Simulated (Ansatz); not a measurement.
Nudged elastic band run: Mg$_{32}$O$_{31}$

The input (input.yaml):

```yaml
crystal:
  lattice:
    - [8.7942, 0.0, 0.0]
    - [0.0, 8.7942, 0.0]
    - [0.0, 0.0, 8.7942]
  atoms:
    - { symbol: Mg, position: [0.50073059, -0.00115213, -0.00028901] }
    - { symbol: O, position: [0.75059316, 0.24900013, 0.2501183] }
    - { symbol: Mg, position: [0.75054329, 0.24906336, -0.00226337] }
    - { symbol: O, position: [-7.755e-05, 0.49981955, 0.25009549] }
    - { symbol: Mg, position: [0.75043853, -0.00344502, 0.24996536] }
    - { symbol: O, position: [-9.039e-05, 0.2489748, 0.50061821] }
    - { symbol: Mg, position: [0.00037545, -0.00100758, -7.812e-05] }
    - { symbol: Mg, position: [0.25051456, 0.24921552, -0.00962129] }
    - { symbol: O, position: [0.50126962, 0.49974476, 0.2500059] }
    - { symbol: Mg, position: [0.50071246, 0.49924286, -0.00010281] }
    - { symbol: O, position: [0.75060797, 0.74918339, 0.25002539] }
    - { symbol: Mg, position: [0.75058721, 0.74902238, -0.00053981] }
    - { symbol: O, position: [-6.427e-05, -0.00159632, 0.25005992] }
    - { symbol: Mg, position: [0.25055559, -0.01057631, 0.24996849] }
    - { symbol: O, position: [0.50131892, 0.24909526, 0.50077863] }
    - { symbol: Mg, position: [0.51024613, 0.24900286, 0.24993489] }
    - { symbol: O, position: [0.75060574, 0.49913991, 0.50008147] }
    - { symbol: Mg, position: [0.75049244, 0.50150416, 0.25008581] }
    - { symbol: O, position: [0.00065444, 0.74910187, 0.50007502] }
    - { symbol: Mg, position: [0.50070472, -0.00119627, 0.50033286] }
    - { symbol: O, position: [0.75055925, 0.24912597, 0.75008755] }
    - { symbol: Mg, position: [0.75047402, 0.24895116, 0.50240104] }
    - { symbol: O, position: [0.00055766, 0.49895016, 0.74992657] }
    - { symbol: Mg, position: [0.75051745, -0.00167303, 0.75008441] }
    - { symbol: O, position: [-0.00015512, 0.24907015, -0.0006081] }
    - { symbol: Mg, position: [0.00029301, 0.49920482, 0.00010566] }
    - { symbol: O, position: [0.25065595, 0.7491625, 0.24993239] }
    - { symbol: Mg, position: [0.25045878, 0.74907592, -0.00229563] }
    - { symbol: O, position: [0.50131068, -0.00160138, 0.24996239] }
    - { symbol: Mg, position: [-0.00922207, 0.24890926, 0.25025614] }
    - { symbol: O, position: [0.25068798, 0.49972167, 0.50057814] }
    - { symbol: Mg, position: [0.25049231, 0.50876517, 0.25028468] }
    - { symbol: O, position: [0.50068104, 0.74905383, 0.50010504] }
    - { symbol: Mg, position: [0.50288096, 0.74904162, 0.25000108] }
    - { symbol: O, position: [0.75061259, -0.00106157, 0.50013912] }
    - { symbol: Mg, position: [0.00026979, -0.00117016, 0.50042303] }
    - { symbol: O, position: [0.25062416, 0.24892181, 0.7501094] }
    - { symbol: Mg, position: [0.25058987, 0.24889167, 0.50979883] }
    - { symbol: O, position: [0.50064126, 0.49904047, 0.7500304] }
    - { symbol: Mg, position: [0.50071074, 0.49925527, 0.50025921] }
    - { symbol: O, position: [0.75063644, 0.74897325, 0.75004596] }
    - { symbol: Mg, position: [0.75038094, 0.74908808, 0.50082201] }
    - { symbol: O, position: [0.00056513, -0.0009968, 0.75003434] }
    - { symbol: Mg, position: [0.25059083, -0.00323491, 0.75021088] }
    - { symbol: O, position: [0.50138035, 0.24920694, -0.00068528] }
    - { symbol: Mg, position: [0.50300962, 0.24917324, 0.75009478] }
    - { symbol: O, position: [0.75067121, 0.49909999, 1.763e-05] }
    - { symbol: Mg, position: [0.75057454, 0.49981324, 0.74997624] }
    - { symbol: O, position: [0.00061039, 0.74899659, 5.446e-05] }
    - { symbol: Mg, position: [-0.00187449, 0.74915367, 0.25020409] }
    - { symbol: O, position: [0.25067802, -0.00155407, 0.50076182] }
    - { symbol: Mg, position: [0.0002601, 0.4992995, 0.50026153] }
    - { symbol: O, position: [0.25067703, 0.74904749, 0.75002778] }
    - { symbol: Mg, position: [0.25050413, 0.74920064, 0.5025193] }
    - { symbol: O, position: [0.50075326, -0.00094213, 0.7501407] }
    - { symbol: Mg, position: [-0.00196693, 0.24918587, 0.75005797] }
    - { symbol: O, position: [0.25058579, 0.49970175, -0.0006298] }
    - { symbol: Mg, position: [0.25051225, 0.50136832, 0.75010651] }
    - { symbol: O, position: [0.5007054, 0.74892201, -1.59e-05] }
    - { symbol: Mg, position: [0.50126602, 0.74895857, 0.75018102] }
    - { symbol: O, position: [0.75062707, -0.00101159, 4.223e-05] }
    - { symbol: Mg, position: [-0.00020315, 0.74903071, 0.75017771] }
    - { symbol: O, position: [0.25058426, -0.00150602, -0.00065918] }
basis:
  ecutwfc: 420.0
kpoints:
  mp_grid: { grid: [1, 1, 1] }
hamiltonian:
  xc: pbesol
  pseudopotentials: { kind: paw, azcp: { folder: soft_1 } }
scf:
  occupations: { method: gaussian, width: 0.02 }
  lower_state_search: "off"
  max_iter: 89
neb:
  images: 3
  f_tol: 0.05
  max_iterations: 50
  order_check: false
  final_atoms:
    - { symbol: Mg, position: [0.5, 0.0, -0.00233674] }
    - { symbol: O, position: [0.75052987, 0.24947013, 0.25] }
    - { symbol: Mg, position: [0.74995335, 0.25004665, 4.665e-05] }
    - { symbol: O, position: [0.0, 0.5, 0.25] }
    - { symbol: Mg, position: [0.75233674, 0.0, 0.25] }
    - { symbol: O, position: [0.0, 0.25003141, 0.49996859] }
    - { symbol: Mg, position: [0.0, 0.0, -0.00061017] }
    - { symbol: Mg, position: [0.25004665, 0.25004665, 4.665e-05] }
    - { symbol: O, position: [0.24947013, 0.24947013, 0.25] }
    - { symbol: Mg, position: [0.5, 0.5, -0.01004561] }
    - { symbol: O, position: [0.75052987, 0.75052987, 0.25] }
    - { symbol: Mg, position: [0.74995335, 0.74995335, 4.665e-05] }
    - { symbol: O, position: [0.0, 0.0, 0.25] }
    - { symbol: Mg, position: [0.24766326, 0.0, 0.25] }
    - { symbol: O, position: [0.5, 0.24947013, 0.50052987] }
    - { symbol: Mg, position: [0.5, 0.23995439, 0.25] }
    - { symbol: O, position: [0.75052987, 0.5, 0.50052987] }
    - { symbol: Mg, position: [0.76004561, 0.5, 0.25] }
    - { symbol: O, position: [0.0, 0.74996859, 0.49996859] }
    - { symbol: Mg, position: [0.5, 0.0, 0.50233674] }
    - { symbol: O, position: [0.74996859, 0.25003141, 0.75] }
    - { symbol: Mg, position: [0.74995335, 0.25004665, 0.49995335] }
    - { symbol: O, position: [0.0, 0.5, 0.75] }
    - { symbol: Mg, position: [0.75061017, 0.0, 0.75] }
    - { symbol: O, position: [0.0, 0.25003141, 3.141e-05] }
    - { symbol: Mg, position: [0.0, 0.5, -0.00233674] }
    - { symbol: O, position: [0.24947013, 0.75052987, 0.25] }
    - { symbol: Mg, position: [0.25004665, 0.74995335, 4.665e-05] }
    - { symbol: O, position: [0.5, 0.0, 0.25] }
    - { symbol: Mg, position: [0.0, 0.24766326, 0.25] }
    - { symbol: O, position: [0.24947013, 0.5, 0.50052987] }
    - { symbol: Mg, position: [0.23995439, 0.5, 0.25] }
    - { symbol: O, position: [0.5, 0.75052987, 0.50052987] }
    - { symbol: Mg, position: [0.5, 0.76004561, 0.25] }
    - { symbol: O, position: [0.74996859, 0.0, 0.49996859] }
    - { symbol: Mg, position: [0.0, 0.0, 0.50061017] }
    - { symbol: O, position: [0.25003141, 0.25003141, 0.75] }
    - { symbol: Mg, position: [0.25004665, 0.25004665, 0.49995335] }
    - { symbol: O, position: [0.5, 0.5, 0.75] }
    - { symbol: Mg, position: [0.5, 0.5, 0.51004561] }
    - { symbol: O, position: [0.74996859, 0.74996859, 0.75] }
    - { symbol: Mg, position: [0.74995335, 0.74995335, 0.49995335] }
    - { symbol: O, position: [0.0, 0.0, 0.75] }
    - { symbol: Mg, position: [0.24938983, 0.0, 0.75] }
    - { symbol: O, position: [0.5, 0.24947013, -0.00052987] }
    - { symbol: Mg, position: [0.5, 0.24766326, 0.75] }
    - { symbol: O, position: [0.75052987, 0.5, -0.00052987] }
    - { symbol: Mg, position: [0.75233674, 0.5, 0.75] }
    - { symbol: O, position: [0.0, 0.74996859, 3.141e-05] }
    - { symbol: Mg, position: [0.0, 0.75233674, 0.25] }
    - { symbol: O, position: [0.25003141, 0.0, 0.49996859] }
    - { symbol: Mg, position: [0.0, 0.5, 0.50233674] }
    - { symbol: O, position: [0.25003141, 0.74996859, 0.75] }
    - { symbol: Mg, position: [0.25004665, 0.74995335, 0.49995335] }
    - { symbol: O, position: [0.5, 0.0, 0.75] }
    - { symbol: Mg, position: [0.0, 0.24938983, 0.75] }
    - { symbol: O, position: [0.24947013, 0.5, -0.00052987] }
    - { symbol: Mg, position: [0.24766326, 0.5, 0.75] }
    - { symbol: O, position: [0.5, 0.75052987, -0.00052987] }
    - { symbol: Mg, position: [0.5, 0.75233674, 0.75] }
    - { symbol: O, position: [0.74996859, 0.0, 3.141e-05] }
    - { symbol: Mg, position: [0.0, 0.75061017, 0.75] }
    - { symbol: O, position: [0.25003141, 0.0, 3.141e-05] }
```

Run as:

```bash
$ ansatz run input.yaml --threads 4 --pin off --max-ram 10240MiB --backend cpu --events-out ev --progress --plain --runs-dir out
```

Output, in part (warnings, iteration lines):

```
NEB end point (image 0): max|allowed force component| = 2.563e-2 eV/Å (the criterion of neb.relax_end_points is 1.000e-2)
NEB end point (image 4): max|allowed force component| = 1.801e-2 eV/Å (the criterion of neb.relax_end_points is 1.000e-2)
NEB iter   1: max|band force component| = 5.261e0 eV/Å  barrier→ = 4.4392 eV  barrier← = 4.4397 eV  Δτ_max = 0.0842 Å  (44 SCF iters)
NEB iter   2: max|band force component| = 2.923e0 eV/Å  barrier→ = 3.2150 eV  barrier← = 3.2155 eV  Δτ_max = 0.1022 Å  (21 SCF iters)
NEB iter   3: max|band force component| = 7.670e-1 eV/Å  barrier→ = 2.5624 eV  barrier← = 2.5630 eV  Δτ_max = 0.0393 Å  (21 SCF iters)
NEB iter   4: max|band force component| = 1.576e-1 eV/Å  barrier→ = 2.4804 eV  barrier← = 2.4809 eV  CI = image 2  Δτ_max = 0.0142 Å  (21 SCF iters)
NEB iter   5: max|band force component| = 2.706e-2 eV/Å  barrier→ = 2.4720 eV  barrier← = 2.4725 eV  CI = image 2  Δτ_max = 0.0058 Å  (18 SCF iters)
NEB iter   6: max|band force component| = 3.043e-2 eV/Å  barrier→ = 2.4705 eV  barrier← = 2.4710 eV  CI = image 2  Δτ_max = 0.0000 Å  (6 SCF iters)
```

It converged. The band force fell under the threshold earlier too, but the program's further tests of the path sent the band on. Neighbouring images differ by up to 1.4 eV, so the band resolves the path poorly. The order of the stationary point at the top wasn't checked. One k-point is too few for this cell, so energies aren't converged. Limits of this set-up: coarse k mesh, PAW files made for another functional, no spin, though dangling bonds at a vacancy may carry it.

Final band (atoms are numbered from 1 in the order of the input):

| image | path coordinate (Å) | energy (eV) | O9–Mg10 (Å) | O9–Mg18 (Å) | O9–Mg34 (Å) |
| --- | --- | --- | --- | --- | --- |
| 0 | 0.00 | 0.00 | 2.20 | 2.19 | 2.19 |
| 1 | 0.84 | 1.11 | 2.28 | 2.88 | 2.88 |
| 2 | 1.68 | 2.47 | 2.68 | 3.60 | 3.60 |
| 3 | 2.52 | 1.11 | 3.26 | 4.31 | 4.31 |
| 4 | 3.36 | 0.00 | 3.86 | 4.84 | 4.84 |

Time of the run: 110 s on 4 threads of Arm Neoverse V1 (shared host), peak memory 2.1 GiB.
